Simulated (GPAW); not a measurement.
# CaB2 (P6/mmm) in GPAW: convergence with convergence criteria

Aim: find how far convergence criteria must go before the results for CaB2 settle, at LDA. This setting moves, with any that are tied to it; all else stays.

Everything below comes from runs of GPAW 26.7.0. Logs are shortened: lines on timing, memory, paths and dates and some standing lists are left out, and cuts for length are marked. The log counts tension as positive stress, the text compression.

## (1) The structure

It takes space group P6/mmm (No. 191, hexagonal). The conventional cell has a = 3.226 Å, b = 3.226 Å, c = 4.067 Å, α = 90.00°, β = 90.00°, γ = 120.00°. Around Ca (site symmetry 6/mmm) lie 12 B at 2.76 Å. B (site symmetry -6m2) is surrounded by 3 B at 1.86 Å.

The cell comes from a database or a generator and needn't be the stable form of this composition.

## (2) With convergence criteria density=0.001 energy=0.01 eigenstates=0.0001

run.py

```python
from ase.dft.bandgap import bandgap
from ase.io import read, write
from ase.units import GPa
from gpaw import GPAW, PW

atoms = read('POSCAR')

calc = GPAW(mode=PW(800),
            xc='LDA',
            kpts={'size': (7, 7, 5), 'gamma': True},
            occupations={'name': 'fermi-dirac', 'width': 0.05},
            nbands=17,
            convergence={'density': 0.001, 'energy': 0.01, 'eigenstates': 0.0001},
            maxiter=100,
            txt='gpaw.txt')
atoms.calc = calc
energy = atoms.get_potential_energy()
forces = atoms.get_forces()
stress = atoms.get_stress()
calc.write('gs.gpw')
write('result.traj', atoms)
print(f'Energy: {energy:.6f} eV')
print('Forces (eV/A):')
print(forces.round(4))
print('Stress (GPa):', (stress / GPa).round(3))
print('Fermi level:', round(calc.get_fermi_level(), 4), 'eV')
print(f'Gap: {bandgap(calc)[0]:.4f} eV, direct: {bandgap(calc, direct=True)[0]:.4f} eV')
```

POSCAR

```
CaB2
1.0
    3.2264302843      0.0000000000      0.0000000000
   -1.6132151421      2.7941705897      0.0000000000
    0.0000000000      0.0000000000      4.0673920000
Ca B
1 2
Direct
    0.0000000000      0.0000000000      0.0000000000
    0.6666666667      0.3333333333      0.5000000000
    0.3333333333      0.6666666667      0.5000000000
```

Potentials or basis: the program's PAW data sets (release 1.2.1) made for this functional, pw.

On the command line:

```bash
$ OMP_NUM_THREADS=1 python run.py
```

gpaw.txt:

```text
__  _  _
 | _ |_)|_||  |
 |__||  | ||/\| - 26.7.0

Input parameters:
  mode=PW(ecut=800.0),
  convergence={'density': 0.001, 'energy': 0.01, 'eigenstates': 0.0001},
  kpts=MonkhorstPack(size=(7, 7, 5), gamma=True),
  maxiter=100,
  nbands=17,
  occupations=Occupations(name='fermi-dirac', width=0.05),
  xc=XC(name='LDA')

Diagonalizing LCAO Hamiltonian
Converting LCAO to pw mode

         B  B

       Ca

Atoms  # Å, Bohr magnetons
|   | symbol |         x |        y |        z |    initial magnetic moments |
|---|--------|-----------|----------|----------|-----------------------------|
| 0 |     Ca |  0.000000 | 0.000000 | 0.000000 | ( 0.0000,  0.0000,  0.0000) |
| 1 |      B |  1.613215 | 0.931390 | 2.033696 | ( 0.0000,  0.0000,  0.0000) |
| 2 |      B | -0.000000 | 1.862780 | 2.033696 | ( 0.0000,  0.0000,  0.0000) |

Unit cell  # Å
| periodic |         x |        y |        z |  lengths |     angles |
|----------|-----------|----------|----------|----------|------------|
|      yes |  3.226430 | 0.000000 | 0.000000 | 3.226430 |  90.000000 |
|      yes | -1.613215 | 2.794171 | 0.000000 | 3.226430 |  90.000000 |
|      yes |  0.000000 | 0.000000 | 4.067392 | 4.067392 | 120.000000 |

Number of symmetries: 24
Symmetry operations  # r_c * U_cc + t_c -> r_c
|    | kind |            matrix            |
|----|------|------------------------------|
|  0 |  σ   |  1, 1, 0,  0,-1, 0,  0, 0, 1 |
|  1 |  C2  |  1, 1, 0,  0,-1, 0,  0, 0,-1 |
|  2 |  C6  |  1, 1, 0, -1, 0, 0,  0, 0, 1 |
|  3 |  S6  |  1, 1, 0, -1, 0, 0,  0, 0,-1 |
|  4 |  E   |  1, 0, 0,  0, 1, 0,  0, 0, 1 |
|  5 |  σ   |  1, 0, 0,  0, 1, 0,  0, 0,-1 |
|  6 |  σ   |  1, 0, 0, -1,-1, 0,  0, 0, 1 |
|  7 |  C2  |  1, 0, 0, -1,-1, 0,  0, 0,-1 |
|  8 |  σ   |  0, 1, 0,  1, 0, 0,  0, 0, 1 |
|  9 |  C2  |  0, 1, 0,  1, 0, 0,  0, 0,-1 |
| 10 |  C3  |  0, 1, 0, -1,-1, 0,  0, 0, 1 |
| 11 |  S3  |  0, 1, 0, -1,-1, 0,  0, 0,-1 |
| 12 |  C6  |  0,-1, 0,  1, 1, 0,  0, 0, 1 |
| 13 |  S6  |  0,-1, 0,  1, 1, 0,  0, 0,-1 |
| 14 |  σ   |  0,-1, 0, -1, 0, 0,  0, 0, 1 |
| 15 |  C2  |  0,-1, 0, -1, 0, 0,  0, 0,-1 |
| 16 |  σ   | -1, 0, 0,  1, 1, 0,  0, 0, 1 |
| 17 |  C2  | -1, 0, 0,  1, 1, 0,  0, 0,-1 |
| 18 |  C2  | -1, 0, 0,  0,-1, 0,  0, 0, 1 |
| 19 |  i   | -1, 0, 0,  0,-1, 0,  0, 0,-1 |
| 20 |  C3  | -1,-1, 0,  1, 0, 0,  0, 0, 1 |
| 21 |  S3  | -1,-1, 0,  1, 0, 0,  0, 0,-1 |
| 22 |  σ   | -1,-1, 0,  0, 1, 0,  0, 0, 1 |
| 23 |  C2  | -1,-1, 0,  0, 1, 0,  0, 0,-1 |

BZ-sampling:
  Number of BZ points: 245
  Number of IBZ points: 24

  Monkhorst-Pack size: [7, 7, 5]
  Monkhorst-Pack shift: [0, 0, 0]

K-points  # in reciprocal-cell coordinates
|     |                                coordinates |     weight |
|-----|--------------------------------------------|------------|
|   0 | (  0.00000000,   0.00000000,   0.00000000) | 0.00408163 |
|   1 | (  0.00000000,   0.00000000,   0.20000000) | 0.00816327 |
|   2 | (  0.00000000,   0.00000000,   0.40000000) | 0.00816327 |
|   3 | (  0.14285714,   0.00000000,   0.00000000) | 0.02448980 |
|   4 | (  0.14285714,   0.00000000,   0.20000000) | 0.04897959 |
|   5 | (  0.14285714,   0.00000000,   0.40000000) | 0.04897959 |
|   6 | (  0.28571429,  -0.14285714,   0.00000000) | 0.02448980 |
|   7 | (  0.28571429,  -0.14285714,   0.20000000) | 0.04897959 |
|   8 | (  0.28571429,  -0.14285714,   0.40000000) | 0.04897959 |
|   9 | (  0.28571429,   0.00000000,   0.00000000) | 0.02448980 |
| ... |                                            |            |
|  23 | (  0.42857143,   0.42857143,   0.40000000) | 0.04897959 |

Plane wave coefficients: 1900
Cutoff: 800.0 eV

Spin-components: 1 (collinear spins)
Bands:           17
Projectors:      15
Spin-degeneracy: 2
Datatype:        complex128

Parallelization:
  kpt:    1
  domain: 1
  band:   1

Density:
  Valence electrons: 16.0
  Components: 1
  Grid points: [24 24 27]
  Charge: 0.0  # |e|

Potential:
  Grid points: [24 24 27]

species:
  Ca:
    name:    Calcium
    Z:       20.0
    valence: 10
    core:    10
    charge:  0.0  # [|e|]
    compensation charges:
      type: gauss
      rc: 0.37  # [Å]
      lmax: 2
    cutoffs:
      filter: 2.10  # [Å]
      core: 1.17  # [Å]
    projectors
    | kind |    occ | energy [eV] | rcut [Å] |
    |------|--------|-------------|----------|
    |   3s |  2.000 |     -46.826 |    1.175 |
    |   4s |  2.000 |      -3.864 |    1.175 |
    |   3p |  6.000 |     -27.986 |    1.154 |
    |    p |        |      -0.774 |    1.154 |
    |    d |        |       0.000 |    0.937 |

    Using partial waves for Ca as LCAO basis

  B:
    name:    Boron
    Z:       5.0
    valence: 3
    core:    2
    charge:  0.0  # [|e|]
    compensation charges:
      type: gauss
      rc: 0.20  # [Å]
      lmax: 2
    cutoffs:
      filter: 1.14  # [Å]
      core: 1.42  # [Å]
    projectors
    | kind |    occ | energy [eV] | rcut [Å] |
    |------|--------|-------------|----------|
    |   2s |  2.000 |      -9.383 |    0.635 |
    |   2p |  1.000 |      -3.714 |    0.635 |
    |    s |        |      17.828 |    0.635 |
    |    p |        |      23.498 |    0.635 |
    |    d |        |       0.000 |    0.635 |

    Using partial waves for B as LCAO basis

Reference energy: -19791.641422  # eV

eigensolver:
  PPCG
  Converge bands: occupied
  niter=2

density mixing:
  MSR1-Mixer
  Pratt-step length: 0.05
  Maximum mixing coefficient: 0.75
  Old densities: 10
  SVD Regularization: 0.005
  Good broyden scale: 1.0
  Trust region scale: 1.0
  Backstep threshold: 4.0
  History deletion threshold: 6.0
  Fourier metric: weight=20.0, sigma=0.015

occupation numbers:
  Fermi-Dirac:
    width: 0.0500  # eV

poisson solver:
  ecut: 6400.0  # eV

xc functional:
  name: None

convergence criteria:
- Maximum integral of absolute [dens]ity change: 0.001 electrons / valence electron
- Maximum [total energy] change in last 3 cyles: 0.01 eV / valence electron
- Maximum integral of absolute [eigenst]ate change: 0.0001 eV^2 / valence electron
maximum number of iterations: 100

SCF iterations
|iter     | |      energy | eigst |  dens |
|---------|-|-------------|-------|-------|
|iter:   1| |  -18.808784 | +0.27 |       |
|iter:   2| |  -18.578432 | -1.81 | -0.98 |
|iter:   3| |  -17.834258 | -1.45 | -1.04 |
|iter:   4| |  -17.831814 | -3.48 | -1.72 |
|iter:   5| |  -17.833437c| -3.64 | -1.98 |
|iter:   6| |  -17.832139c| -4.35c| -2.48 |
|iter:   7| |  -17.832190c| -4.86c| -3.04c|

Converged in 7 steps
Energy contributions relative to reference atoms: (reference = -19791.641422)

Energy contributions:
  Kinetic:          11.489141
  Coulomb:          -6.172915
  Zero:             -0.703856
  External:          0.000000
  Xc:              -22.437839
  Entropy:          -0.013443
  Spinorbit:         0.000000
  ----------------------------
  Free energy:     -17.838911
  Extrapolated:    -17.832190

dipole moment: (-5.329182, -9.230414, -13.436443)  # |e|*Ang

Fermi level: 6.922
Eigenvalues  # (at kpt = [0.000, 0.000, 0.000])
| band index |      eig [eV] | occ [0-2] |
|------------|---------------|-----------|
|          0 |       -32.370 |     2.000 |
|          1 |       -13.668 |     2.000 |
|          2 |       -13.418 |     2.000 |
|          3 |       -13.418 |     2.000 |
|          4 |        -3.378 |     2.000 |
|          5 |         5.145 |     2.000 |
|          6 |         7.246 |     0.003 |
|          7 |         7.246 |     0.003 |
|          8 |         7.258 |     0.002 |
|          9 |        12.225 |     0.000 |
|         10 |        12.225 |     0.000 |
|         11 |        13.067 |     0.000 |
|         12 |        13.099 |     0.000 |
|         13 |        13.887 |     0.000 |
|        ... |               |           |
|         16 |        15.509 |     0.000 |

No gap
No difference between direct/indirect transitions

Forces  # eV/Ang
|       x |        y |       z |
|---------|----------|---------|
| 0.00000 | -0.00000 | 0.00000 |  # Ca   0
| 0.00000 |  0.00000 | 0.00000 |  # B    1
| 0.00000 | -0.00000 | 0.00000 |  # B    2

Stress tensor  # eV/Ang^3
|         x |         y |        z |
|-----------|-----------|----------|
|  0.044302 | -0.000000 | 0.000000 |
| -0.000000 |  0.044302 | 0.000000 |
|  0.000000 |  0.000000 | 0.035151 |

# Writing to gs.gpw (mode='')
```

It took 10 s on 1 thread of Arm Neoverse V2, shared host; peak memory 0.16 GiB.

What came out:

```
Free energy            : -17.8389 eV
Pressure               : -6.6 GPa
Band gap on the k mesh : none (metal or under the smearing width)
```

## (3) With convergence criteria default

Edit run.py of step 2 so:

```diff
@@ -12,3 +12,2 @@
             nbands=17,
-            convergence={'density': 0.001, 'energy': 0.01, 'eigenstates': 0.0001},
             maxiter=100,
```

POSCAR is that of step 2.

Potentials or basis: the program's PAW data sets (release 1.2.1) made for this functional, pw.

On the command line:

```bash
$ OMP_NUM_THREADS=1 python run.py
```

Run time: 13 s. Hardware: 1 thread of Arm Neoverse V2, shared host; peak memory 0.16 GiB.

The run converged. Its results:

```yaml
Free_energy: -17.8389 eV
Pressure: -6.6 GPa
Band_gap_on_the_k_mesh: none (metal or under the smearing width)
```

## (4) With convergence criteria density=1e-05 energy=1e-05

Edit run.py of step 3 so:

```diff
@@ -12,2 +12,3 @@
             nbands=17,
+            convergence={'density': 1e-05, 'energy': 1e-05},
             maxiter=100,
```

POSCAR is that of step 3.

On the command line:

```bash
$ OMP_NUM_THREADS=1 python run.py
```

Wall time 14 s (1 thread of Arm Neoverse V2, shared host); peak memory 0.16 GiB.

It converged, with:

* Free energy: -17.8389 eV
* Pressure: -6.6 GPa
* Band gap on the k mesh: none (metal or under the smearing width)

## (5) With convergence criteria density=1e-05 forces=0.0001

Edit run.py of step 4 so:

```diff
@@ -12,3 +12,3 @@
             nbands=17,
-            convergence={'density': 1e-05, 'energy': 1e-05},
+            convergence={'density': 1e-05, 'forces': 0.0001},
             maxiter=100,
```

POSCAR is that of step 4.

On the command line:

```bash
$ OMP_NUM_THREADS=1 python run.py
```

Wall time 14 s (1 thread of Arm Neoverse V2, shared host); peak memory 0.16 GiB.

Results (log left out):

* Free energy: -17.8389 eV
* Pressure: -6.6 GPa
* Band gap on the k mesh: none (metal or under the smearing width)

## (6) With convergence criteria density=1e-06 energy=1e-06 eigenstates=1e-10

Edit run.py of step 5 so:

```diff
@@ -12,3 +12,3 @@
             nbands=17,
-            convergence={'density': 1e-05, 'forces': 0.0001},
+            convergence={'density': 1e-06, 'energy': 1e-06, 'eigenstates': 1e-10},
             maxiter=100,
```

POSCAR is that of step 5.

Potentials or basis: the program's PAW data sets (release 1.2.1) made for this functional, pw.

On the command line:

```bash
$ OMP_NUM_THREADS=1 python run.py
```

Run time: 16 s. Hardware: 1 thread of Arm Neoverse V2, shared host; peak memory 0.16 GiB.

Results (log left out):

| Item | Value |
| --- | --- |
| Free energy | -17.8389 eV |
| Pressure | -6.6 GPa |
| Band gap on the k mesh | none (metal or under the smearing width) |

## (7) Summary

```tsv
convergence criteria	energy less the tightest run, at zero smearing (meV/atom)	SCF cycles	CPU time (s)	peak memory (GiB)
density=0.001 energy=0.01 eigenstates=0.0001	0.00	7	10	0.16
default	0.00	9	13	0.16
density=1e-05 energy=1e-05	0.00	11	14	0.16
density=1e-05 forces=0.0001	0.00	12	14	0.16
density=1e-06 energy=1e-06 eigenstates=1e-10	0.00	12	16	0.16
```

Against the tightest run, the energy stays within 1 meV/atom from density=0.001 energy=0.01 eigenstates=0.0001 on. The tightest run that finished is the yardstick and may itself not be fully converged.
